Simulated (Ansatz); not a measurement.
# Cu on Pd (Palladium) (110)

One table from this session's results is given with a row withheld; the runs are named, their logs left out.

Method: DFT RPBE, scalar-relativistic, plane waves, PAW, in Ansatz 0.2.0.

2 further runs of the same task are left out: 2 set aside as unsound or not needed.

**The starting structure**

Symmetry: Fm-3m, No. 225, cubic system. Conventional cell: a = 3.979 Å, b = 3.979 Å, c = 3.979 Å, α = 90.00°, β = 90.00°, γ = 90.00°. Pd (site symmetry m-3m) is surrounded by 12 Pd at 2.81 Å.

Coordinates:

```
CELL_PARAMETERS angstrom
0.00000 1.98974 1.98974
1.98974 0.00000 1.98974
1.98974 1.98974 0.00000
ATOMIC_POSITIONS crystal
Pd 0.00000 0.00000 0.00000
```

It is the result of an earlier relaxation at this level (volume 15.75 Å³/atom; gap on the mesh: none (metal)).

A (110) slab, 7.0 Å thick as cut, with 17 Å of vacuum; its outer planes are Pd (top) and Pd (bottom).

The slab as cut. Layers, bottom to top:

```tsv
plane	atoms per cell	height over the lowest (Å)
1	Pd	0.00
2	Pd	1.41
3	Pd	2.81
4	Pd	4.22
5	Pd	5.63
6	Pd	7.03
```

Set-up of the first run:

Miller indices refer to the conventional cell of the relaxed bulk, Fm-3m (No. 225): a = 3.979 Å, b = 3.979 Å, c = 3.979 Å, α = 90.00°, β = 90.00°, γ = 90.00°.

File input.yaml:

```yaml
crystal:
  lattice:
    - [2.8139136277, 0.0, 0.0]
    - [0.0, 3.9794748157, 0.0]
    - [0.0, 0.0, 24.0347840693]
  atoms:
    - { symbol: Pd, position: [0.5, 0.5, 0.353654103] }
    - { symbol: Pd, position: [0.0, 0.0, 0.4121924618] }
    - { symbol: Pd, position: [0.5, 0.5, 0.4707308206] }
    - { symbol: Pd, position: [0.0, 0.0, 0.5292691794] }
    - { symbol: Pd, position: [0.5, 0.5, 0.5878075382] }
    - { symbol: Pd, position: [0.0, 0.0, 0.646345897] }
basis:
  ecutwfc: 420
kpoints:
  mp_grid: { grid: [10, 7, 1] }
hamiltonian:
  xc: rpbe
scf:
  occupations: { method: gaussian, width: 0.1 }
output:
  forces: true
  eigenvalues: true
  write_density: true
  write_potential: true
  elf: true
  volumetric_format: npy
relax:
  adjacent_minimum: "off"
  f_tol: 0.03
  max_steps: 70
  constraints: [{ sites: [0, 1, 2] }]
efield:
  axis: 3
  dipole_correction: true
```

The run is started by

```
ansatz run input.yaml --threads 2 --pin off --max-ram 5120MiB --backend cpu --events-out ev --progress --plain --runs-dir out
```

Steps of the session up to this table: Relaxing the clean slab; Start: Cu, top (Pd); Cu at the bridge (Pd-Pd) site; Cu put at a hollow over Pd site; Cu put at a bridge (Pd-Pd) site.

One table of the session follows, with a row left open; its other results are not shown here.

It belongs to the step «Cu: energies by site». 

```
                         start  energy over the lowest (eV)  height (Å)  Δφ, top (eV)  Δ dipole (e·Å)
      top (Pd) at (0.00, 0.00)                         1.26        2.43         -0.66          +0.041
bridge (Pd-Pd) at (0.00, 0.50)                            ?           ?             ?               ?
hollow over Pd at (0.50, 0.50)                         0.00        1.06         -0.06          +0.011
bridge (Pd-Pd) at (0.50, 0.00)                         0.91        2.10         -0.42          +0.027
```

Q: Estimate the row for bridge (Pd-Pd) at (0.00, 0.50) from the others.

As computed: energy over the lowest (eV): 0.52; height (Å): 1.45; Δφ, top (eV): -0.27; Δ dipole (e·Å): +0.020. In the column «energy over the lowest (eV)» it lies between hollow over Pd at (0.50, 0.50) (0.00) and bridge (Pd-Pd) at (0.50, 0.00) (0.91).

Limits of these values: A start on a symmetric site keeps its symmetry, so an end may be a saddle point and not a minimum. Warnings in the runs' records: xc potential rough in thin density.
